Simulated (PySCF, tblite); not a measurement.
# C5HBF2O: excited states, first hyperpolarisability

Aim: compute the excited states, first hyperpolarisability of C5HBF2O (`C#Cc1c(B(F)F)c1=O`).

Programs: tblite 0.8.0 and PySCF 2.14.0, with routines of our own; each step states its level. All values are computed. Atoms count from 0.

## Step 1: The starting structure

10 atoms, charge 0, multiplicity 1; geometry from: force field or distance geometry start.

## Step 2: Relaxing the molecule with GFN2-xTB

What the job is given:

```
{"job": {"kind": "relax", "xc": "GFN2-xTB", "basis": "xTB"}, "charge": 0, "multiplicity": 1}
C      2.877100    -0.494800     0.023500
C      1.731700    -0.023400    -0.020200
C      0.411800     0.499700    -0.042500
C     -0.962700     0.309300    -0.014700
B     -2.116000    -0.740900     0.123700
F     -2.286100    -1.480300     1.360500
F     -2.329500    -1.533600    -1.093800
C     -0.436800     1.581300    -0.139200
O     -0.728800     2.791700    -0.262600
H      3.848000    -0.904400     0.042900
```

Launch:

```
$ OMP_NUM_THREADS=1 python excited_run.py task.json out
```

This one command runs all jobs of the session in turn.

Output:

```text
step      E/eV     max force
  0    -703.82908    7.979
  1    -703.67710   17.324
  2    -704.83307    2.289
  3    -704.99856    1.948
  4    -705.11103    1.379
  5    -705.16986    1.739
  6    -705.17760    2.116
  7    -705.20069    0.357
  8    -705.20532    0.170
  9    -705.20912    0.160
 10    -705.21043    0.094
 11    -705.21126    0.096
 12    -705.21314    0.177
 13    -705.21584    0.265
 14    -705.21894    0.250
 15    -705.22120    0.138
 16    -705.22268    0.097
 17    -705.22383    0.105
 18    -705.22498    0.124
 19    -705.22580    0.086
 20    -705.22636    0.067
 21    -705.22689    0.068
 22    -705.22741    0.074
 23    -705.22776    0.053
 24    -705.22796    0.040
 25    -705.22817    0.056
 26    -705.22854    0.099
 27    -705.22919    0.141
 28    -705.23014    0.150
 29    -705.23116    0.109
 30    -705.23213    0.103
 31    -705.23311    0.102
 32    -705.23397    0.094
 33    -705.23450    0.065
 34    -705.23475    0.050
 35    -705.23490    0.043
 36    -705.23504    0.041
 37    -705.23514    0.032
 38    -705.23519    0.016
 39    -705.23521    0.015
 40    -705.23524    0.022
 41    -705.23529    0.032
 42    -705.23535    0.030
 43    -705.23540    0.025
 44    -705.23543    0.022
 45    -705.23545    0.014
 46    -705.23547    0.015
 47    -705.23548    0.009
```

It took 0.24 s on 1 thread of Arm Neoverse V1, shared host.

Step by step: (not every step is listed) (the energy doesn't fall at every step)

```csv
step,energy from step 0 (eV),largest force (eV/Å)
0,0.0000,7.9788
1,0.1520,17.3245
2,-1.0040,2.2888
3,-1.1695,1.9478
4,-1.2820,1.3792
5,-1.3408,1.7387
6,-1.3485,2.1163
7,-1.3716,0.3569
8,-1.3762,0.1700
11,-1.3822,0.0960
14,-1.3899,0.2498
17,-1.3948,0.1051
20,-1.3973,0.0671
23,-1.3987,0.0530
26,-1.3995,0.0989
29,-1.4021,0.1094
32,-1.4049,0.0936
35,-1.4058,0.0427
38,-1.4061,0.0159
41,-1.4062,0.0324
42,-1.4063,0.0301
43,-1.4063,0.0252
44,-1.4063,0.0216
45,-1.4064,0.0142
46,-1.4064,0.0153
47,-1.4064,0.0086
```

Distances of close pairs at the start and the end, largest changes first:

```csv
bond,before (Å),after (Å),change (Å)
B4–F6,1.468,1.316,-0.153
B4–F5,1.451,1.316,-0.135
C3–C7,1.382,1.449,+0.067
C7–O8,1.251,1.186,-0.065
C1–C2,1.420,1.373,-0.046
C2–C7,1.378,1.425,+0.046
C3–B4,1.566,1.526,-0.040
C0–C1,1.239,1.206,-0.034
```

The final coordinates are the input of the step that follows.

## Step 3: Vibrational analysis with GFN2-xTB

What the job is given:

```
{"job": {"kind": "ir", "xc": "GFN2-xTB", "basis": "xTB"}, "charge": 0, "multiplicity": 1}
C      2.916571    -0.412984     0.012711
C      1.766720    -0.051371    -0.015121
C      0.484818     0.440570    -0.048262
C     -0.852382     0.130919    -0.015311
B     -1.986937    -0.885096     0.085036
F     -2.494270    -1.257987     1.240891
F     -2.569145    -1.400172    -0.976700
C     -0.444872     1.517041    -0.128049
O     -0.724135     2.666513    -0.216360
H      3.912515    -0.742777     0.038637
```

Output:

```text
mode    cm-1     km/mol
  1      27.0      0.27
  2      73.5      1.66
  3      92.0      2.95
  4     145.6      7.87
  5     183.2      0.53
  6     312.2      4.37
  7     369.1      1.04
  8     398.6     20.53
  9     479.0     35.19
 10     497.9      0.40
 11     549.7     33.84
 12     570.7     78.53
 13     605.8     16.03
 14     636.6      8.67
 15     672.6     14.27
 16     711.0     59.36
 17     952.0     22.23
 18    1107.2     45.61
 19    1272.3    588.82
 20    1278.5    435.55
 21    1685.0    194.87
 22    2076.9   1090.29
 23    2213.1     45.30
 24    3391.4     35.85
```

Wall time 0.25 s (1 thread of Arm Neoverse V1, shared host).

The strongest bands and the atoms that carry them (share of the mass-weighted mode):

```csv
cm⁻¹,km/mol,atoms
571,78.5,"C7 37 %, B4 21 %, H9 15 %"
711,59.4,"C3 28 %, C2 17 %, C0 13 %, H9 12 %"
1107,45.6,"C2 33 %, C3 25 %, B4 14 %"
1272,588.8,"B4 55 %, C2 17 %"
1278,435.6,"B4 72 %, F6 17 %, F5 10 %"
1685,194.9,"C2 42 %, C3 39 %"
2077,1090.3,"C7 64 %, O8 21 %"
2213,45.3,"C1 58 %, C0 29 %"
```

## Step 4: Excited states: TDA PBE0/def2-SVP

The job, as its differences from that of step 3:

```diff
@@ -1,2 +1,2 @@
-{"job": {"kind": "ir", "xc": "GFN2-xTB", "basis": "xTB"}, "charge": 0, "multiplicity": 1}
+{"job": {"kind": "states", "xc": "PBE0", "basis": "def2-SVP", "tda": true, "soc": true, "nstates": 6, "ntriplets": 4, "nquad": 4}, "charge": 0, "multiplicity": 1}
 C      2.916571    -0.412984     0.012711
```

Method: TDA PBE0/def2-SVP excited states, vertical, gas phase, spin-orbit mean-field couplings.

Output:

```text
coarse grid: 10400 points
cycle   1  E = -489.7072316180  dE =  1.786e+00  |g| = 9.786e-01  |ddm| = 4.166e+00
cycle   2  E = -488.9712767775  dE =  7.360e-01  |g| = 2.134e+00  |ddm| = 3.504e+00
cycle   3  E = -489.8761420421  dE = -9.049e-01  |g| = 3.034e-01  |ddm| = 2.717e+00
cycle   4  E = -489.8931596284  dE = -1.702e-02  |g| = 1.116e-01  |ddm| = 4.017e-01
cycle   5  E = -489.8949720498  dE = -1.812e-03  |g| = 5.502e-02  |ddm| = 1.171e-01
cycle   6  E = -489.8956974635  dE = -7.254e-04  |g| = 1.375e-02  |ddm| = 5.654e-02
cycle   7  E = -489.8957455216  dE = -4.806e-05  |g| = 2.843e-03  |ddm| = 1.471e-02
cycle   8  E = -489.8957474045  dE = -1.883e-06  |g| = 1.126e-03  |ddm| = 5.166e-03
final grid: 107040 points
cycle   9  E = -489.9701141956  dE = -2.654e-05  |g| = 1.012e-02  |ddm| = 2.552e-02
cycle  10  E = -489.9700506893  dE =  6.351e-05  |g| = 2.050e-02  |ddm| = 3.338e-02
cycle  11  E = -489.9701351046  dE = -8.442e-05  |g| = 1.353e-03  |ddm| = 2.401e-02
cycle  12  E = -489.9701354880  dE = -3.835e-07  |g| = 5.993e-04  |ddm| = 1.977e-03
cycle  13  E = -489.9701355847  dE = -9.665e-08  |g| = 1.260e-04  |ddm| = 6.080e-04
cycle  14  E = -489.9701355876  dE = -2.913e-09  |g| = 7.208e-05  |ddm| = 1.834e-04
cycle  15  E = -489.9701355889  dE = -1.278e-09  |g| = 1.059e-05  |ddm| = 8.313e-05
cycle  16  E = -489.9701355889  dE = -2.467e-11  |g| = 3.124e-06  |ddm| = 1.510e-05
converged SCF energy = -489.9701355889

Singlet excitations
state   eV       nm        f     d(h-e)  d(exc)  Lambda  PR(NTO)  |dmu|/D   mu/D   main configurations
  1   3.2583   380.5   0.00042   1.460   3.117   0.442   1.007    3.160    1.014   H->L 0.99
  2   4.8669   254.7   0.00013   0.760   2.758   0.456   1.064    2.164    5.471   H-2->L 0.96
  3   5.2649   235.5   0.13248   0.665   3.052   0.694   1.731    1.574    2.244   H-1->L 0.69, H->L+2 0.21
  4   5.4886   225.9   0.00129   0.431   2.584   0.516   1.051    0.925    3.049   H->L+3 0.90
  5   5.6693   218.7   0.05355   2.280   3.457   0.475   1.132                     H->L+1 0.88
  6   6.4243   193.0   0.00536   1.420   3.410   0.345   1.095                     H-1->L+1 0.83, H-1->L+2 0.12

Triplet excitations (Tamm-Dancoff)
state   eV     d(h-e)  d(exc)  Lambda  PR(NTO)   main configurations
  1   2.8885   1.364   3.030   0.441   1.013   H->L 0.98
  2   3.3848   0.355   2.786   0.755   1.055   H-1->L 0.95
  3   4.4771   0.616   2.631   0.458   1.201   H-2->L 0.89
  4   4.9591   1.354   3.109   0.506   1.356   H->L+1 0.70, H-2->L+2 0.09, H->L+2 0.08
S1 - T1 = 0.3699 eV

Spin-orbit couplings |<S|Hso|T>| (cm-1)
             T1       T2       T3       T4
S0       11.655    0.105    1.867   16.386
S1        0.045   19.319    7.814    7.788
S2        8.047    6.680    0.113    1.203
S3       21.260    0.117    7.177    3.946
S4        1.329    0.726    0.635    7.676
S5        1.090    0.403    5.265    5.734
S6        3.465    4.100    2.740   19.310
T1 sublevels (cm-1): 0.000 0.006 0.067   radiative rates (1/s): 0.415 39.4 32.9
```

It took 18 s on 1 thread of Arm Neoverse V1, shared host; peak memory 0.53 GiB.

From this job:

```csv
quantity,value
S1 less T1,0.37 eV
```

## Step 5: Excited states: TDDFT PBE0/def2-SVPD

The job, as its differences from that of step 4:

```diff
@@ -1,2 +1,2 @@
-{"job": {"kind": "states", "xc": "PBE0", "basis": "def2-SVP", "tda": true, "soc": true, "nstates": 6, "ntriplets": 4, "nquad": 4}, "charge": 0, "multiplicity": 1}
+{"job": {"kind": "states", "xc": "PBE0", "basis": "def2-SVPD", "tpa": true, "nstates": 6, "nquad": 5, "ntriplets": 0}, "charge": 0, "multiplicity": 1}
 C      2.916571    -0.412984     0.012711
```

Level: TDDFT PBE0/def2-SVPD excited states, vertical, gas phase, two-photon moments by quadratic response.

Output:

```text
coarse grid: 10400 points
cycle   1  E = -489.7482135591  dE =  1.781e+00  |g| = 9.251e-01  |ddm| = 1.076e+01
cycle   2  E = -489.0724459256  dE =  6.758e-01  |g| = 2.047e+00  |ddm| = 4.143e+00
cycle   3  E = -489.9023780500  dE = -8.299e-01  |g| = 2.784e-01  |ddm| = 2.670e+00
cycle   4  E = -489.9164593075  dE = -1.408e-02  |g| = 1.081e-01  |ddm| = 5.722e-01
cycle   5  E = -489.9182400580  dE = -1.781e-03  |g| = 4.885e-02  |ddm| = 1.889e-01
cycle   6  E = -489.9187957833  dE = -5.557e-04  |g| = 1.390e-02  |ddm| = 8.749e-02
cycle   7  E = -489.9188445277  dE = -4.874e-05  |g| = 2.782e-03  |ddm| = 3.111e-02
cycle   8  E = -489.9188464180  dE = -1.890e-06  |g| = 8.894e-04  |ddm| = 7.946e-03
final grid: 107040 points
cycle   9  E = -489.9931368837  dE = -2.970e-05  |g| = 9.945e-03  |ddm| = 1.798e-01
cycle  10  E = -489.9930755491  dE =  6.133e-05  |g| = 2.022e-02  |ddm| = 3.895e-02
cycle  11  E = -489.9931566521  dE = -8.110e-05  |g| = 1.353e-03  |ddm| = 2.536e-02
cycle  12  E = -489.9931570285  dE = -3.763e-07  |g| = 5.828e-04  |ddm| = 3.232e-03
cycle  13  E = -489.9931571173  dE = -8.883e-08  |g| = 1.417e-04  |ddm| = 1.163e-03
cycle  14  E = -489.9931571214  dE = -4.140e-09  |g| = 6.923e-05  |ddm| = 3.816e-04
cycle  15  E = -489.9931571226  dE = -1.164e-09  |g| = 1.231e-05  |ddm| = 1.754e-04
cycle  16  E = -489.9931571226  dE = -2.819e-11  |g| = 3.728e-06  |ddm| = 4.025e-05
converged SCF energy = -489.9931571226

Singlet excitations
state   eV       nm        f     d(h-e)  d(exc)  Lambda  PR(NTO)  |dmu|/D   mu/D   delta(TPA)   sigma/GM   main configurations
  1   3.2715   379.0   0.00010   1.457   3.150   0.440   1.009    3.310    1.143        0.21      0.001   H->L 0.99
  2   4.8372   256.3   0.00011   0.730   2.771   0.455   1.076    2.094    5.675        0.28      0.002   H-2->L 0.95
  3   5.0867   243.7   0.13410   0.613   3.052   0.689   1.639    1.437    2.781        7.82      0.074   H-1->L 0.80, H->L+2 0.12
  4   5.3876   230.1   0.00355   0.550   2.708   0.503   1.066    1.339    3.243       14.10      0.150   H->L+3 0.85
  5   5.4996   225.4   0.05179   2.157   3.437   0.467   1.118    6.131    7.135      197.17      2.185   H->L+1 0.87
  6   6.2638   197.9   0.16437   1.908   3.721   0.500   1.937                                            H->L+2 0.64, H-3->L 0.12, H-1->L 0.09
```

Run time: 39 s. Hardware: 1 thread of Arm Neoverse V1, shared host; peak memory 0.72 GiB.

## Step 6: First hyperpolarisability: quadratic response B3LYP/def2-SVPD

The job, as its differences from that of step 5:

```diff
@@ -1,2 +1,2 @@
-{"job": {"kind": "states", "xc": "PBE0", "basis": "def2-SVPD", "tpa": true, "nstates": 6, "nquad": 5, "ntriplets": 0}, "charge": 0, "multiplicity": 1}
+{"job": {"kind": "beta", "xc": "B3LYP", "basis": "def2-SVPD", "wavelengths": [1550, 1064, 694.3]}, "charge": 0, "multiplicity": 1}
 C      2.916571    -0.412984     0.012711
```

Level: quadratic response B3LYP/def2-SVPD first hyperpolarisability, Taylor convention, gas phase.

Output:

```text
coarse grid: 10400 points
cycle   1  E = -490.2516226414  dE =  1.747e+00  |g| = 9.864e-01  |ddm| = 1.312e+01
cycle   2  E = -489.2754000117  dE =  9.762e-01  |g| = 2.373e+00  |ddm| = 4.711e+00
cycle   3  E = -490.4147800551  dE = -1.139e+00  |g| = 3.579e-01  |ddm| = 3.041e+00
cycle   4  E = -490.4388103901  dE = -2.403e-02  |g| = 1.350e-01  |ddm| = 7.159e-01
cycle   5  E = -490.4415114434  dE = -2.701e-03  |g| = 5.899e-02  |ddm| = 2.166e-01
cycle   6  E = -490.4422984154  dE = -7.870e-04  |g| = 2.095e-02  |ddm| = 1.044e-01
cycle   7  E = -490.4424105677  dE = -1.122e-04  |g| = 4.402e-03  |ddm| = 4.145e-02
cycle   8  E = -490.4424152044  dE = -4.637e-06  |g| = 1.208e-03  |ddm| = 1.119e-02
final grid: 107040 points
cycle   9  E = -490.5272654311  dE = -4.864e-05  |g| = 5.147e-03  |ddm| = 1.581e-01
cycle  10  E = -490.5272487304  dE =  1.670e-05  |g| = 1.025e-02  |ddm| = 2.491e-02
cycle  11  E = -490.5272713648  dE = -2.263e-05  |g| = 1.232e-03  |ddm| = 1.483e-02
cycle  12  E = -490.5272716578  dE = -2.931e-07  |g| = 4.267e-04  |ddm| = 2.717e-03
cycle  13  E = -490.5272716992  dE = -4.143e-08  |g| = 1.842e-04  |ddm| = 8.770e-04
cycle  14  E = -490.5272717078  dE = -8.564e-09  |g| = 5.614e-05  |ddm| = 3.628e-04
cycle  15  E = -490.5272717085  dE = -6.884e-10  |g| = 1.303e-05  |ddm| = 1.127e-04
converged SCF energy = -490.5272717085

Lowest singlets (eV, f): 3.1744 0.0001  4.7534 0.0001  4.9676 0.1228

First hyperpolarisability (au)
process     nm      |vector|   parallel      HRS      DR
static         -      298.97    -158.31     129.66   4.338
shg       1550.0      328.89    -170.59     142.31   4.408
eope      1550.0      308.35    -162.22          -       -
shg       1064.0      370.17    -186.66     159.58   4.512
eope      1064.0      319.56    -166.82          -       -
eope       694.3      352.01    -179.72          -       -
```

Run time: 30 s. Hardware: 1 thread of Arm Neoverse V1, shared host; peak memory 0.71 GiB.

Warnings kept with the result: second harmonic within 0.3 eV of the first excitation or beyond it: left out.

## Step 7: Outcome

| quantity | value |
| --- | --- |
| strongest single infrared mode (GFN2-xTB) | 2077 cm⁻¹, 1090 km/mol |
| zero-point energy (GFN2-xTB) | 29.0 kcal/mol |
| S1 less T1 (step 4, TDA PBE0/def2-SVP) | 0.37 eV |
| β vector (step 6, quadratic response B3LYP/def2-SVPD) | static 299, SHG 1550.0 nm 329, SHG 1064.0 nm 370 au |

**Reading.** No mode is imaginary among the 24: a minimum at this level. The strongest single mode, at 2077 cm⁻¹, moves mainly C7. Unscaled tight-binding wavenumbers are off by several per cent, some by more. Its intensities can rank the bands wrongly. In step 4, the number of triplets below S1 is 1, and the largest singlet-triplet spin-orbit coupling is S3–T1, 21.26 cm⁻¹. β grows from 299 au (static) to 370 au for doubling at 1064.0 nm: normal dispersion, which grows as twice the photon energy moves toward the bright states.
